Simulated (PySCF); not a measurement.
# GeCl₃: structure of the doublet

The task is one start of a wider search on GeCl₃: the doublet, from a T-shaped start. It is relaxed, tested by its Hessian and followed downhill if it is a saddle.

Method: PBE0, basis Ge def2-TZVP, Cl def2-TZVP, no relativity, density fitting; program: PySCF 2.14.0.

## Step 1: The system as given

4 atoms, charge 0, spin multiplicity 2.

Bond lengths: Ge1–Cl2 2.200 Å, Ge1–Cl3 2.200 Å, Ge1–Cl4 2.200 Å. Angles: Cl2–Ge1–Cl3 88.0°, Cl2–Ge1–Cl4 88.0°, Cl3–Ge1–Cl4 176.0°.

Z-matrix (Å, degrees; charge 0 multiplicity 2):
```
Ge
Cl 1 2.2000
Cl 1 2.2000 2 88.00
Cl 1 2.2000 2 88.00 3 180.00
```

## Step 2: First SCF at the start

One driver script runs all steps and calls PySCF; scf.py shows how it sets up the SCF of each step. The optimiser is the driver's own. After this first run the driver tries any further starts and a stability analysis.

scf.py

```python
from pyscf import gto, scf, dft
mol = gto.M(atom='''
Ge     0.000000     0.000000     0.000000
Cl     0.000000     0.000000     2.200000
Cl     2.198700     0.000000     0.076800
Cl    -2.198700     0.000000     0.076800''',
    basis={'Ge': 'def2-TZVP', 'Cl': 'def2-TZVP'},
    charge=0, spin=1)
mf = dft.UKS(mol, xc='PBE0')
mf.grids.atom_grid = (50, 194)
aux = {'Ge': 'def2-universal-JKFIT', 'Cl': 'def2-universal-JKFIT'}
mf = mf.density_fit(auxbasis=aux)
mf.conv_tol = 1e-08
mf.diis_space = 10
mf.max_cycle = 60
mf.init_guess = 'minao'
mf.verbose = 4
mf.kernel()
```

Run with:

```sh
$ OMP_NUM_THREADS=4 python axn.py task.json out
```

Output:

```text
init E= -3456.62213534915
[... the frontier-level lines of each cycle are left out ...]
cycle= 1 E= -3456.85436111937  delta_E= -0.232  |g|= 0.606  |ddm|= 1.56
cycle= 2 E= -3456.59548504839  delta_E= 0.259  |g|= 1.02  |ddm|= 1.32
cycle= 3 E= -3456.9829047413  delta_E= -0.387  |g|= 0.0758  |ddm|= 0.804
cycle= 4 E= -3456.98471180843  delta_E= -0.00181  |g|= 0.0373  |ddm|= 0.0913
cycle= 5 E= -3456.98554802331  delta_E= -0.000836  |g|= 0.00343  |ddm|= 0.0342
cycle= 6 E= -3456.98555854204  delta_E= -1.05e-05  |g|= 0.00161  |ddm|= 0.00639
cycle= 7 E= -3456.98556029227  delta_E= -1.75e-06  |g|= 0.000638  |ddm|= 0.00252
cycle= 8 E= -3456.9855605605  delta_E= -2.68e-07  |g|= 0.000252  |ddm|= 0.00094
cycle= 9 E= -3456.98556060219  delta_E= -4.17e-08  |g|= 7.81e-05  |ddm|= 0.000345
cycle= 10 E= -3456.98556060974  delta_E= -7.55e-09  |g|= 2.74e-05  |ddm|= 0.000184
Extra cycle  E= -3456.98556061038  delta_E= -6.36e-10  |g|= 2.25e-05  |ddm|= 6.18e-05
converged SCF energy = -3456.98556061038  <S^2> = 0.75634202  2S+1 = 2.006332
```

This step, with its further starts and checks, needed 22 s of wall time on 4 threads of Arm Neoverse N1, shared host.

The test of internal stability found no lower solution of this spin.

## Step 3: T-shaped start, doublet: relaxation

The program finds C2v symmetry in the start, which this walk keeps. The walk stops when the largest gradient is under 0.0003 Eh/bohr and the energy has settled too.

Changes to scf.py since step 2:

```diff
@@ -3,4 +3,4 @@
-Ge     0.000000     0.000000     0.000000
-Cl     0.000000     0.000000     2.200000
-Cl     2.198700     0.000000     0.076800
-Cl    -2.198700     0.000000     0.076800''',
+Ge     0.000000     0.000000    -0.460234
+Cl     0.000000     0.000000     1.739766
+Cl     2.198700     0.000000    -0.383434
+Cl    -2.198700     0.000000    -0.383434''',
@@ -16 +15,0 @@
-mf.init_guess = 'minao'
```

The optimiser's trace:

```
step   energy (Eh)  change (kJ/mol)  largest symmetric gradient (Eh/bohr)
   0  -3456.985561             0.00                               0.03375
   1  -3456.995049           -24.91                               0.01671
   2  -3457.000255           -38.58                               0.00905
   3  -3457.001539           -41.95                               0.00497
   4  -3457.002314           -43.99                               0.00351
   5  -3457.002641           -44.85                               0.00167
   6  -3457.002750           -45.13                               0.00066
   7  -3457.002775           -45.20                               0.00021
   8  -3457.002779           -45.21                               0.00011
   9  -3457.002779           -45.21                               0.00003
```

The walk took 70 s.

After 9 steps and 45.2 kJ/mol it ends at C2v: Ge–Cl 2.163 Å, Ge–Cl 2.245 Å (×2); Cl–Ge–Cl 109.2° (×2), Cl–Ge–Cl 141.6°.

## Step 4: Frequencies

On the finer grid the gradient is checked again; gradients at displacements of ±0.02 bohr then give force constants and infrared intensities.

Changes to scf.py since step 3:

```diff
@@ -3,4 +3,4 @@
-Ge     0.000000     0.000000    -0.460234
-Cl     0.000000     0.000000     1.739766
-Cl     2.198700     0.000000    -0.383434
-Cl    -2.198700     0.000000    -0.383434''',
+Ge     0.000000     0.000000    -0.141924
+Cl     0.000000     0.000000     2.019688
+Cl     2.125814     0.000000    -0.864059
+Cl    -2.125814     0.000000    -0.864059''',
@@ -10 +10 @@
-mf.grids.atom_grid = (50, 194)
+mf.grids.atom_grid = (75, 302)
@@ -13 +13 @@
-mf.conv_tol = 1e-08
+mf.conv_tol = 1e-10
```

The driver hands on the density of the step before, so the log starts near convergence.

Log of the central SCF (cycles and frontier levels):

```text
init E= -3457.00263027768
[... the frontier-level lines of each cycle are left out ...]
cycle= 1 E= -3457.00263027767  delta_E= 9.09e-12  |g|= 8.34e-06  |ddm|= 1.48e-05
Extra cycle  E= -3457.00263027763  delta_E= 4e-11  |g|= 1.19e-05  |ddm|= 2e-05
converged SCF energy = -3457.00263027763  <S^2> = 0.75573934  2S+1 = 2.0057311
```

The whole step took 3.4 min.

Geometry: C2v; Ge–Cl 2.162 Å, Ge–Cl 2.245 Å (×2); Cl–Ge–Cl 108.8° (×2), Cl–Ge–Cl 142.5°.

Harmonic modes (main isotopes):

| symmetry | ω (cm⁻¹) | IR (km/mol) | μ (u) |
| --- | --- | --- | --- |
| b1 | 238i | 0.0 | 50.33 |
| a1 | 38 | 0.5 | 38.80 |
| b2 | 112 | 0.0 | 36.31 |
| a1 | 314 | 8.3 | 35.51 |
| b2 | 335 | 164 | 47.95 |
| a1 | 405 | 101 | 43.45 |

With 1 mode imaginary (up to 238i cm⁻¹) this point is a saddle.

Properties at this point:

| Property | Result |
| --- | --- |
| Dipole moment | 0.05 D |
| Highest occupied level | -6.62 eV |
| Lowest empty level | -4.16 eV |
| Rotational constants | 0.08586, 0.05334, 0.0329 cm⁻¹ |
| Zero-point energy (real modes) | 7.2 kJ/mol |
| Principal polarisabilities | 44.4, 75.6, 98.9 bohr³ |
| Atomisation energy without zero-point energy | 933 kJ/mol |
| Principal traceless quadrupole moments about the centre of mass | -5.46, -0.32, 5.78 D Å |
| Spin squared ⟨S²⟩ | 0.756 |

Charges (e) and bond orders:

| atom | Mulliken | Löwdin | polar tensor | spin (Mulliken) | Mayer order to Ge1 |
| --- | --- | --- | --- | --- | --- |
| Ge1 | 0.78 | -0.18 | 1.47 | 0.40 | – |
| Cl2 | -0.24 | 0.12 | -0.52 | 0.10 | 1.09 |
| Cl3,4 | -0.27 | 0.03 | -0.48 | 0.25 | 0.98 |

Outer orbital energies (eV). α occupied: -11.90, -10.66, -10.20, -9.82, -9.77, -9.76, -9.48, -6.62; empty: -3.64, -0.51, 0.71, 3.86. β occupied: -11.53, -11.37, -10.53, -9.95, -9.74, -9.66, -9.60, -9.37; empty: -4.16, -3.01, -0.05, 1.07.

Mulliken populations on Ge1: s 7.57, p 13.27, d 10.32, f 0.05.

## Step 5: Leaving the saddle point

The start is the last point, displaced along its most imaginary mode.

The program finds Cs symmetry in the start, which this walk keeps. Threshold on the gradient: 0.0003 Eh/bohr, with a further test on the energy change.

Changes to scf.py since step 4:

```diff
@@ -3,4 +3,4 @@
-Ge     0.000000     0.000000    -0.141924
-Cl     0.000000     0.000000     2.019688
-Cl     2.125814     0.000000    -0.864059
-Cl    -2.125814     0.000000    -0.864059''',
+Ge     0.000000     0.120000    -0.140272
+Cl    -0.000000    -0.063523     2.021339
+Cl     2.125814    -0.095073    -0.862408
+Cl    -2.125814    -0.095073    -0.862408''',
@@ -10 +10 @@
-mf.grids.atom_grid = (75, 302)
+mf.grids.atom_grid = (50, 194)
@@ -13 +13 @@
-mf.conv_tol = 1e-10
+mf.conv_tol = 1e-08
```

Energy and gradient, step by step:

```csv
step,energy (Eh),change (kJ/mol),largest symmetric gradient (Eh/bohr)
0,-3457.007862,0.00,0.01937
1,-3457.018404,-27.68,0.02231
2,-3457.025888,-47.33,0.02597
3,-3457.033302,-66.79,0.00823
4,-3457.034967,-71.17,0.00485
5,-3457.035198,-71.77,0.00199
6,-3457.035220,-71.83,0.00027
7,-3457.035220,-71.83,0.00002
```

The walk took 58 s.

End point (C3v, 7 steps, 71.8 kJ/mol gained): Ge–Cl 2.150 Å (×3); Cl–Ge–Cl 108.6° (×3).

## Step 6: Frequencies

As before: finer grid, then central differences.

Changes to scf.py since step 5:

```diff
@@ -3,4 +3,4 @@
-Ge     0.000000     0.120000    -0.140272
-Cl    -0.000000    -0.063523     2.021339
-Cl     2.125814    -0.095073    -0.862408
-Cl    -2.125814    -0.095073    -0.862408''',
+Ge     0.000000     0.434805    -0.020618
+Cl    -0.000000    -0.212062     2.028978
+Cl     1.746475    -0.355346    -0.992610
+Cl    -1.746475    -0.355346    -0.992610''',
@@ -10 +10 @@
-mf.grids.atom_grid = (50, 194)
+mf.grids.atom_grid = (75, 302)
@@ -13 +13 @@
-mf.conv_tol = 1e-08
+mf.conv_tol = 1e-10
```

Log of the central SCF (cycles and frontier levels):

```text
init E= -3457.03511911859
[... the frontier-level lines of each cycle are left out ...]
cycle= 1 E= -3457.03511911848  delta_E= 1.16e-10  |g|= 2.22e-05  |ddm|= 2.71e-05
cycle= 2 E= -3457.03511911816  delta_E= 3.15e-10  |g|= 3.47e-05  |ddm|= 4.13e-05
cycle= 3 E= -3457.03511911866  delta_E= -5.04e-10  |g|= 1.17e-06  |ddm|= 2.49e-05
cycle= 4 E= -3457.03511911867  delta_E= -4.55e-12  |g|= 9.83e-08  |ddm|= 7.75e-07
Extra cycle  E= -3457.03511911868  delta_E= -7.28e-12  |g|= 5.86e-08  |ddm|= 2.4e-07
converged SCF energy = -3457.03511911868  <S^2> = 0.75352342  2S+1 = 2.0035203
```

The whole step needed 1.9 min of wall time on 4 threads of Arm Neoverse N1, shared host.

Geometry: C3v; Ge–Cl 2.149 Å (×3); Cl–Ge–Cl 108.7° (×3).

Modes, for the most abundant isotopes:

```
symmetry  ω (cm⁻¹)  IR (km/mol)  μ (u)
       e       130          3.9  37.58
      a1       166          4.8  44.86
      a1       389         10.3  38.37
       e       428          190  44.18
```

All wavenumbers are real: a minimum.

Properties at this point:

```
Dipole moment                                                   : 1.14 D
Highest occupied level                                          : -7.55 eV
Lowest empty level                                              : -4.51 eV
Rotational constants                                            : 0.07105, 0.07105, 0.03951 cm⁻¹
Zero-point energy                                               : 10.0 kJ/mol
Principal polarisabilities                                      : 47.8, 74.9, 74.9 bohr³
Atomisation energy without zero-point energy                    : 1018 kJ/mol
Principal traceless quadrupole moments about the centre of mass : -1.54, -1.54, 3.07 D Å
Entropy at 298.15 K and 1 bar (electronic part: spin only)      : 335.8 J/(mol K)
Heat capacity Cp at 298.15 K                                    : 75.3 J/(mol K)
Enthalpy at 298.15 K above 0 K                                  : 17.43 kJ/mol
Rotational symmetry number                                      : 3
Spin squared ⟨S²⟩                                               : 0.754
```

Populations by atom (charges in e):

```csv
atom,Mulliken,Löwdin,polar tensor,spin (Mulliken),Mayer order to Ge1
Ge1,0.74,-0.37,1.49,0.61,–
"Cl2,3,4",-0.25,0.12,-0.50,0.13,1.07
```

Mulliken populations on Ge1: s 7.37, p 13.51, d 10.32, f 0.06.

## Step 7: All stationary points

| spin | group | bonds | imaginary modes (cm⁻¹) | ΔE (kJ/mol) | with zero-point energy |
| --- | --- | --- | --- | --- | --- |
| doublet | C3v | Ge–Cl 2.149 Å (×3) | none | 0.0 | 0.0 |
| doublet | C2v | Ge–Cl 2.162 Å, Ge–Cl 2.245 Å (×2) | 238i | 85.3 | – |

## Step 8: Outcome

| quantity | value |
| --- | --- |
| minimum | doublet, C3v |
| geometry | Ge–Cl 2.149 Å (×3); Cl–Ge–Cl 108.7° (×3) |
| wavenumbers (cm⁻¹) | 130 (e), 166 (a1), 389 (a1), 428 (e) |
| dipole moment | 1.14 D |
| highest occupied, lowest empty level (either spin) | -7.55, -4.51 eV |
| polar-tensor charge of Ge1 | +1.49 e |
| zero-point energy | 10.0 kJ/mol |
| entropy at 298.15 K | 335.8 J/(mol K) |
| atomisation energy (no zero-point energy) | 1018 kJ/mol |
| ⟨S²⟩ | 0.754 |

In words: From C2v at the start the molecule goes to a C3v minimum, after a stop at a saddle point 85.3 kJ/mol higher, from which it was pushed off along an imaginary mode. In the infrared the band at 428 cm⁻¹ (e, stretch) leads. Most of the spin sits on Ge1 (Mulliken spin 0.61, against 1 for the whole molecule). Only this shape and spin were tried, so other structures or states may lie lower.

The search up to here took 7.8 min.
